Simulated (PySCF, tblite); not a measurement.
**C5H14Si2: geometry, infrared bands and NMR shifts**

What infrared bands and NMR shifts should C5H14Si2 (`CCC/C([SiH3])=C\[SiH3]`) show?

The runs use tblite 0.8.0 and PySCF 2.14.0, with density-fitted response routines of our own; the level of theory stands in each step. All values are computed, except where a source is named. Atoms count from 0, in the outputs and in this text.

### Step 1. Starting geometry

21 atoms, charge 0, multiplicity 1; geometry from: force field or distance geometry start.

Bonds of the start (Å): C0–C1 1.50, C1–C2 1.50, C2–C3 1.46, C3–Si4 1.86, C3–C5 1.35, C5–Si6 1.84, C0–H7 1.12, C0–H8 1.12, C0–H9 1.14, C1–H10 1.12, C1–H11 1.12, C2–H12 1.10, C2–H13 1.13, Si4–H14 1.48, Si4–H15 1.48, Si4–H16 1.45, C5–H17 1.08, Si6–H18 1.48, Si6–H19 1.45, Si6–H20 1.49.

### Step 2. Geometry optimisation with GFN2-xTB

What the job is given:

```
{"job": {"kind": "relax", "xc": "GFN2-xTB", "basis": "xTB"}, "charge": 0, "multiplicity": 1}
C     -1.721500    -1.298200     0.553400
C     -1.600100    -0.529200    -0.723100
C     -0.205500    -0.091300    -1.076800
C      0.435700     0.805200    -0.122500
Si    -0.316700     2.441600     0.339600
C      1.588500     0.509000     0.510600
Si     2.490300    -1.066500     0.201300
H     -1.671000    -0.694700     1.491000
H     -1.040800    -2.188500     0.579500
H     -2.764300    -1.759000     0.543400
H     -2.327400     0.324300    -0.750200
H     -1.924500    -1.211100    -1.550100
H     -0.239600     0.377900    -2.072500
H      0.397500    -1.035200    -1.183300
H     -0.753900     2.364300     1.750200
H      0.712800     3.504500     0.310300
H     -1.432600     2.780700    -0.530100
H      2.026900     1.202200     1.220800
H      3.319900    -0.950000    -1.015500
H      1.620000    -2.228500     0.147700
H      3.397500    -1.240600     1.375800
```

The run is started by

```console
> OMP_NUM_THREADS=1 python probes_run.py task.json out
```

This one command runs all jobs of the session in turn.

The log of the run:

```text
step      E/eV     max force
  0    -578.39161    2.255
  1    -578.57793    1.132
  2    -578.62143    0.552
  3    -578.64841    0.497
  4    -578.67620    0.376
  5    -578.68912    0.309
  6    -578.70329    0.218
  7    -578.71199    0.233
  8    -578.72256    0.242
  9    -578.73209    0.238
 10    -578.73986    0.209
 11    -578.74459    0.155
 12    -578.74804    0.152
 13    -578.75137    0.128
 14    -578.75477    0.123
 15    -578.75822    0.135
 16    -578.76184    0.159
 17    -578.76519    0.137
 18    -578.76759    0.091
 19    -578.76919    0.100
 20    -578.77080    0.118
 21    -578.77304    0.148
 22    -578.77554    0.144
 23    -578.77734    0.084
 24    -578.77830    0.072
 25    -578.77910    0.096
 26    -578.78024    0.104
 27    -578.78158    0.091
 28    -578.78270    0.060
 29    -578.78347    0.054
 30    -578.78415    0.066
 31    -578.78493    0.078
 32    -578.78573    0.072
 33    -578.78636    0.061
 34    -578.78684    0.060
 35    -578.78734    0.056
 36    -578.78791    0.059
 37    -578.78847    0.045
 38    -578.78903    0.045
 39    -578.78966    0.056
 40    -578.79038    0.058
 41    -578.79108    0.063
 42    -578.79170    0.063
 43    -578.79229    0.052
 44    -578.79295    0.061
 45    -578.79361    0.065
 46    -578.79412    0.048
 47    -578.79451    0.048
 48    -578.79492    0.053
 49    -578.79543    0.056
 50    -578.79595    0.048
 51    -578.79641    0.041
 52    -578.79687    0.049
 53    -578.79744    0.076
 54    -578.79816    0.075
 55    -578.79895    0.058
 56    -578.79972    0.061
 57    -578.80045    0.065
 58    -578.80112    0.082
 59    -578.80146    0.067
 60    -578.80188    0.050
 61    -578.80213    0.035
 62    -578.80259    0.044
 63    -578.80282    0.044
 64    -578.80324    0.043
 65    -578.80359    0.042
 66    -578.80414    0.045
 67    -578.80485    0.073
 68    -578.80565    0.080
 69    -578.80636    0.063
 70    -578.80700    0.058
 71    -578.80757    0.049
 72    -578.80809    0.055
 73    -578.80861    0.056
 74    -578.80906    0.051
 75    -578.80939    0.037
 76    -578.80965    0.039
 77    -578.80994    0.037
 78    -578.81047    0.041
 79    -578.81089    0.051
 80    -578.81129    0.057
 81    -578.81162    0.051
 82    -578.81203    0.041
 83    -578.81253    0.053
 84    -578.81302    0.051
 85    -578.81336    0.035
 86    -578.81359    0.030
 87    -578.81382    0.037
 88    -578.81410    0.034
 89    -578.81436    0.037
 90    -578.81457    0.035
 91    -578.81473    0.033
 92    -578.81485    0.027
 93    -578.81497    0.026
 94    -578.81505    0.018
 95    -578.81511    0.019
 96    -578.81517    0.016
 97    -578.81523    0.020
 98    -578.81528    0.018
 99    -578.81532    0.014
100    -578.81535    0.012
101    -578.81538    0.016
102    -578.81543    0.018
103    -578.81548    0.019
104    -578.81553    0.017
105    -578.81558    0.013
106    -578.81563    0.016
107    -578.81569    0.020
108    -578.81577    0.019
109    -578.81585    0.021
110    -578.81593    0.022
111    -578.81604    0.033
112    -578.81615    0.032
113    -578.81622    0.019
114    -578.81626    0.011
115    -578.81628    0.012
116    -578.81631    0.017
117    -578.81634    0.019
118    -578.81638    0.017
119    -578.81641    0.011
120    -578.81643    0.011
121    -578.81646    0.013
122    -578.81650    0.017
123    -578.81654    0.014
124    -578.81656    0.007
```

It took 1.6 s on 1 thread of Arm Neoverse N1, shared host.

Relaxation path: (not every step is listed)

| step | energy from step 0 (eV) | largest force (eV/Å) |
| --- | --- | --- |
| 0 | 0.0000 | 2.2546 |
| 1 | -0.1863 | 1.1323 |
| 2 | -0.2298 | 0.5525 |
| 3 | -0.2568 | 0.4968 |
| 4 | -0.2846 | 0.3765 |
| 5 | -0.2975 | 0.3088 |
| 6 | -0.3117 | 0.2180 |
| 7 | -0.3204 | 0.2326 |
| 8 | -0.3310 | 0.2416 |
| 19 | -0.3776 | 0.1004 |
| 30 | -0.3925 | 0.0659 |
| 41 | -0.3995 | 0.0629 |
| 52 | -0.4053 | 0.0492 |
| 63 | -0.4112 | 0.0444 |
| 74 | -0.4175 | 0.0513 |
| 85 | -0.4217 | 0.0349 |
| 96 | -0.4236 | 0.0164 |
| 107 | -0.4241 | 0.0195 |
| 118 | -0.4248 | 0.0174 |
| 119 | -0.4248 | 0.0107 |
| 120 | -0.4248 | 0.0110 |
| 121 | -0.4248 | 0.0128 |
| 122 | -0.4249 | 0.0175 |
| 123 | -0.4249 | 0.0145 |
| 124 | -0.4249 | 0.0073 |

Close pairs (by a distance rule), those that changed most:

```
   bond  before (Å)  after (Å)  change (Å)
  C0–H9       1.140      1.088      -0.052
  C2–C3       1.458      1.500      +0.042
 C5–Si6       1.841      1.883      +0.041
 C3–Si4       1.859      1.894      +0.034
  C0–H8       1.121      1.088      -0.033
 C2–H13       1.125      1.093      -0.032
Si6–H20       1.494      1.465      -0.029
 C1–H10       1.122      1.093      -0.029
```

The next job starts from the end point, and lists it.

### Step 3. Harmonic vibrations with GFN2-xTB

What the job is given:

```
{"job": {"kind": "ir", "xc": "GFN2-xTB", "basis": "xTB"}, "charge": 0, "multiplicity": 1}
C     -1.599308    -1.386124     0.526201
C     -1.642666    -0.487649    -0.702312
C     -0.243432    -0.039930    -1.133167
C      0.418972     0.821442    -0.098835
Si    -0.400057     2.483168     0.293391
C      1.534093     0.441509     0.530185
Si     2.516289    -1.148087     0.298975
H     -1.127031    -0.868953     1.358520
H     -1.028122    -2.288269     0.317754
H     -2.604656    -1.676319     0.823763
H     -2.252323     0.393531    -0.487628
H     -2.113974    -1.025113    -1.528867
H     -0.332408     0.532912    -2.061531
H      0.368645    -0.922284    -1.337070
H     -1.396642     2.324151     1.358293
H      0.626658     3.427577     0.737119
H     -1.059319     2.999946    -0.909741
H      1.944990     1.128560     1.263302
H      2.998089    -1.267530    -1.082393
H      1.716354    -2.332459     0.629327
H      3.666927    -1.093136     1.204244
```

The log of the run:

```text
mode    cm-1     km/mol
  1      49.6      0.04
  2      85.1      0.04
  3      93.6      0.11
  4      98.4      0.10
  5     142.2      0.14
  6     172.2      0.17
  7     179.6      0.32
  8     221.5      0.06
  9     290.4      1.12
 10     347.9      0.64
 11     374.4      1.18
 12     460.3      6.35
 13     523.1     11.20
 14     546.3     92.45
 15     553.9    147.45
 16     597.8     37.75
 17     686.0     19.62
 18     770.1    106.22
 19     784.7    506.40
 20     786.1    414.89
 21     796.0    201.89
 22     796.5    143.94
 23     800.1    120.38
 24     811.6    138.78
 25     817.0    117.77
 26     835.0     28.70
 27     910.5      0.58
 28     941.8     11.34
 29    1022.3      6.66
 30    1090.1      2.69
 31    1122.7      1.18
 32    1142.1     12.05
 33    1212.9      5.29
 34    1253.7      0.99
 35    1298.6      1.55
 36    1328.2      0.53
 37    1345.3      2.12
 38    1414.8      3.49
 39    1474.1      0.98
 40    1490.0      0.50
 41    1501.3      3.10
 42    1505.9      3.28
 43    1634.1     18.09
 44    2219.0    271.02
 45    2227.5    262.15
 46    2229.9    447.38
 47    2239.6    311.28
 48    2249.1    247.21
 49    2258.1    343.39
 50    2939.5     40.38
 51    2957.1      9.90
 52    2967.3     82.15
 53    2975.4     49.50
 54    3002.7     54.29
 55    3030.8     50.58
 56    3032.0     52.50
 57    3038.2     21.16
```

It took 1.4 s on 1 thread of Arm Neoverse N1, shared host.

Which atoms move in the most intense modes:

```csv
cm⁻¹,km/mol,atoms
785,506.4,"H16 33 %, H14 22 %, H15 12 %"
786,414.9,"H16 33 %, H15 33 %"
2219,271.0,"H18 82 %, H19 12 %"
2228,262.1,"H14 59 %, H19 25 %"
2230,447.4,"H19 54 %, H14 31 %"
2240,311.3,H16 91 %
2249,247.2,H20 89 %
2258,343.4,H15 94 %
```

### Step 4. NMR shieldings: PBE0/pcSseg-1

Same as in step 3 but for these lines:

```diff
@@ -1,2 +1,2 @@
-{"job": {"kind": "ir", "xc": "GFN2-xTB", "basis": "xTB"}, "charge": 0, "multiplicity": 1}
+{"job": {"kind": "nmr", "xc": "PBE0", "basis": "pcSseg-1"}, "charge": 0, "multiplicity": 1}
 C     -1.599308    -1.386124     0.526201
```

With the program's defaults for keys left out, this is: GIAO PBE0/pcSseg-1 NMR shielding, non-relativistic, gas phase.

The log of the run:

```text
coarse grid: 17360 points
cycle   1  E = -777.2796056895  dE =  3.368e-01  |g| = 4.075e-01  |ddm| = 3.954e+00
cycle   2  E = -777.2662480520  dE =  1.336e-02  |g| = 4.656e-01  |ddm| = 8.291e-01
cycle   3  E = -777.3246832679  dE = -5.844e-02  |g| = 4.119e-02  |ddm| = 5.072e-01
cycle   4  E = -777.3250199286  dE = -3.367e-04  |g| = 2.204e-02  |ddm| = 6.986e-02
cycle   5  E = -777.3251233836  dE = -1.035e-04  |g| = 9.221e-03  |ddm| = 2.673e-02
cycle   6  E = -777.3251436169  dE = -2.023e-05  |g| = 2.419e-03  |ddm| = 9.897e-03
cycle   7  E = -777.3251451643  dE = -1.547e-06  |g| = 3.968e-04  |ddm| = 2.594e-03
final grid: 155104 points
cycle   8  E = -777.3662288856  dE = -3.722e-05  |g| = 7.629e-03  |ddm| = 3.428e-02
cycle   9  E = -777.3662205295  dE =  8.356e-06  |g| = 9.422e-03  |ddm| = 1.632e-02
cycle  10  E = -777.3662441887  dE = -2.366e-05  |g| = 9.565e-04  |ddm| = 9.525e-03
cycle  11  E = -777.3662443828  dE = -1.941e-07  |g| = 3.741e-04  |ddm| = 1.151e-03
cycle  12  E = -777.3662444177  dE = -3.489e-08  |g| = 6.215e-05  |ddm| = 3.495e-04
cycle  13  E = -777.3662444186  dE = -8.658e-10  |g| = 2.302e-05  |ddm| = 9.122e-05
converged SCF energy = -777.3662444186

GIAO shielding tensors (ppm)
atom      isotropic    diamagn.    paramagn.     s11        s22        s33       span
  0 C      173.104     249.212     -76.109    159.238    174.150    185.923     26.685
  1 C      162.180     250.227     -88.047    156.251    162.581    167.709     11.458
  2 C      140.344     249.491    -109.147    127.302    141.373    152.357     25.055
  3 C       16.339     262.385    -246.046   -101.597    -12.628    163.244    264.842
  4 Si     421.513     881.601    -460.088    365.342    431.102    468.095    102.753
  5 C       44.271     257.584    -213.313    -68.814     44.414    157.213    226.026
  6 Si     440.122     880.776    -440.654    417.274    433.415    469.678     52.404
  7 H       30.558      32.676      -2.118     26.376     31.001     34.297      7.921
  8 H       31.011      31.596      -0.585     26.766     29.228     37.039     10.273
  9 H       30.683      29.241       1.442     25.982     27.729     38.339     12.357
 10 H       30.277      32.694      -2.417     26.040     29.399     35.391      9.351
 11 H       30.007      30.965      -0.958     25.311     28.073     36.638     11.327
 12 H       28.933      32.358      -3.425     25.819     27.012     33.967      8.148
 13 H       29.499      34.729      -5.230     25.890     29.127     33.480      7.590
 14 H       27.374      29.899      -2.524     24.146     26.374     31.603      7.457
 15 H       27.686      29.577      -1.891     24.208     26.347     32.504      8.296
 16 H       27.599      29.860      -2.261     23.970     26.708     32.119      8.149
 17 H       25.174      32.681      -7.507     22.528     23.662     29.331      6.803
 18 H       27.413      29.492      -2.079     23.991     26.122     32.127      8.135
 19 H       27.455      30.189      -2.735     23.308     27.833     31.222      7.913
 20 H       27.743      28.883      -1.140     24.489     25.754     32.987      8.498
```

Run time: 57 s. Hardware: 1 thread of Arm Neoverse N1, shared host; peak memory 0.91 GiB.

Shifts follow as δ = σ(reference) − σ, with reference shieldings (ppm) from runs at the same level and on the same kind of geometry: ¹H TMS 31.72, ¹³C TMS 186.9, ²⁹Si TMS 349.2. The references are single molecules in the gas phase. Atoms listed in one row are averaged.

```csv
atoms,environment,σ (ppm),δ (ppm),δ scaled to CDCl3
C3,fully substituted alkene carbon,16.3,170.6,164.6
C5,alkene CH,44.3,142.7,137.3
C2,allylic sp3 CH2,140.3,46.6,43.5
C1,sp3 CH2,162.2,24.7,22.2
C0,methyl carbon,173.1,13.8,11.6
H17,hydrogen on an alkene CH,25.17,6.54,6.27
"H18, H19, H20",hydrogen on a silicon bonded to C,27.54,4.18,–
"H14, H15, H16",hydrogen on a silicon bonded to C,27.55,4.16,–
"H12, H13",hydrogen on an allylic sp3 CH2,29.22,2.50,2.46
"H10, H11",hydrogen on an sp3 CH2,30.14,1.57,1.59
"H7, H8, H9",hydrogen on a methyl carbon,30.75,0.97,1.02
Si4,"silicon bonded to C, 3 H",421.5,-72.4,–
Si6,"silicon bonded to C, 3 H",440.1,-91.0,–
```

The scaled column applies a straight-line fit of computed shieldings to shifts measured in CDCl3 (root-mean-square error 0.16 ppm for H, 1.9 ppm for C).

The run also stored atomic charges by several schemes (e):

| atoms | Mulliken | IAO | Hirshfeld | ESP fit |
| --- | --- | --- | --- | --- |
| C0 | -0.27 | -0.42 | -0.12 | -0.27 |
| C1 | -0.30 | -0.24 | -0.06 | 0.20 |
| C2 | -0.15 | -0.25 | -0.07 | -0.32 |
| C3 | -0.47 | -0.22 | -0.07 | 0.01 |
| Si4 | 0.52 | 0.58 | 0.31 | 0.30 |
| C5 | -0.33 | -0.43 | -0.14 | -0.33 |
| Si6 | 0.50 | 0.58 | 0.31 | 0.37 |

Mayer bond orders: C0–C1 1.05, C1–C2 1.03, C2–C3 1.02, C3–Si4 0.86, C3–C5 1.92, C5–Si6 0.90.

### Step 5. Summary of results

| quantity | value |
| --- | --- |
| strongest single infrared mode (GFN2-xTB) | 785 cm⁻¹, 506 km/mol |
| zero-point energy (GFN2-xTB) | 102.5 kcal/mol |
| ¹³C shifts against TMS (PBE0/pcSseg-1) | 170.6, 142.7, 46.6, 24.7, 13.8 ppm |
| ¹H shifts against TMS (PBE0/pcSseg-1, means over atoms taken as alike) | 6.54, 4.18, 4.16, 2.50, 1.57, 0.97 ppm |
| ²⁹Si shifts against TMS (PBE0/pcSseg-1) | -72.4, -91.0 ppm |

The optimisation took 124 steps and gained 0.425 eV; among the close pairs (by a distance rule), C0–H9 changed most, from 1.140 to 1.088 Å. All 57 modes are real, so the xTB geometry is a minimum. GFN2-xTB is a fitted tight-binding method: band positions and strengths are rough. Its intensities can rank the bands wrongly. H17 (hydrogen on an alkene CH) lies farthest downfield among hydrogen, at 6.54 ppm; olefinic region. At PBE0/pcSseg-1: The widest tensor belongs to C3: span 265 ppm, with a paramagnetic part of -246 ppm.
